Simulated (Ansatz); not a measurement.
# VMo3Se8: the cost of one run

Computed with Ansatz 0.2.0 (DFT PBE, scalar-relativistic, plane waves, PAW, unless a step's input says otherwise).

1 further run of the same task is left out (it didn't finish).

**1. The starting structure**

The structure is hexagonal, space group P-6m2 (No. 187). The conventional cell has a = 3.325 Å, b = 3.325 Å, c = 32.146 Å, α = 90.00°, β = 90.00°, γ = 120.00°. V (site symmetry -6m2) has 6 Se at 2.50 Å as nearest neighbours. Mo (site symmetry 3m) has 6 Se at 2.54 Å as nearest neighbours. Mo (site symmetry -6m2) is surrounded by 6 Se at 2.54 Å. Se (site symmetry 3m) is surrounded by 3 Mo at 2.54 Å. Se (site symmetry 3m) has 3 V at 2.50 Å as nearest neighbours.

As a file:

```
CELL_PARAMETERS angstrom
3.32486 0.00000 0.00000
-1.66243 2.87942 0.00000
0.00000 0.00000 32.14625
ATOMIC_POSITIONS crystal
V 0.00000 0.00000 0.50000
Mo 0.00000 0.00000 0.74747
Mo 0.00000 0.00000 0.00000
Mo 0.00000 0.00000 0.25253
Se 0.33333 0.66667 0.79934
Se 0.33333 0.66667 0.05187
Se 0.33333 0.66667 0.30440
Se 0.33333 0.66667 0.54983
Se 0.33333 0.66667 0.94813
Se 0.33333 0.66667 0.20067
Se 0.33333 0.66667 0.45016
Se 0.33333 0.66667 0.69560
```

The start is the relaxed end of an invented cell (made as: elements ordered on the sites of the MoSe2 type, V/Mo on Mo (P-6m2, No. 187)), taken up again for a closer look.

**2. Probe: one point on a coarse mesh**

Contents of input.yaml:

```yaml
crystal:
  lattice:
    - [3.3248623, 0.0, 0.0]
    - [-1.6624311, 2.8794152, 0.0]
    - [0.0, 0.0, 32.1462457]
  atoms:
    - { symbol: V, position: [0.0, 0.0, 0.5], spin: -1.0 }
    - { symbol: Mo, position: [0.0, 0.0, 0.747466] }
    - { symbol: Mo, position: [0.0, 0.0, 0.0] }
    - { symbol: Mo, position: [0.0, 0.0, 0.252534] }
    - { symbol: Se, position: [0.3333333, 0.6666667, 0.799335] }
    - { symbol: Se, position: [0.3333333, 0.6666667, 0.051867] }
    - { symbol: Se, position: [0.3333333, 0.6666667, 0.304404] }
    - { symbol: Se, position: [0.3333333, 0.6666667, 0.549835] }
    - { symbol: Se, position: [0.3333333, 0.6666667, 0.948133] }
    - { symbol: Se, position: [0.3333333, 0.6666667, 0.200665] }
    - { symbol: Se, position: [0.3333333, 0.6666667, 0.450165] }
    - { symbol: Se, position: [0.3333333, 0.6666667, 0.695596] }
basis:
  ecutwfc: 420
kpoints:
  mp_grid: { grid: [6, 6, 1] }
hamiltonian:
  xc: pbe
scf:
  occupations: { method: gaussian, width: 0.1 }
  lower_state_search: "off"
output:
  forces: true
  stress: true
  eigenvalues: true
  populations: true
magnetization:
  spin_polarized: true
```

Run with:

```console
$ ansatz run input.yaml --threads 4 --pin off --max-ram 8192MiB --backend cpu --events-out ev --progress --plain --runs-dir out
```

**Question.** How long does this run take on 4 threads of Arm Neoverse V1, shared host, and how much memory does it need?

About 49 s, with a peak of 1.2 GiB.
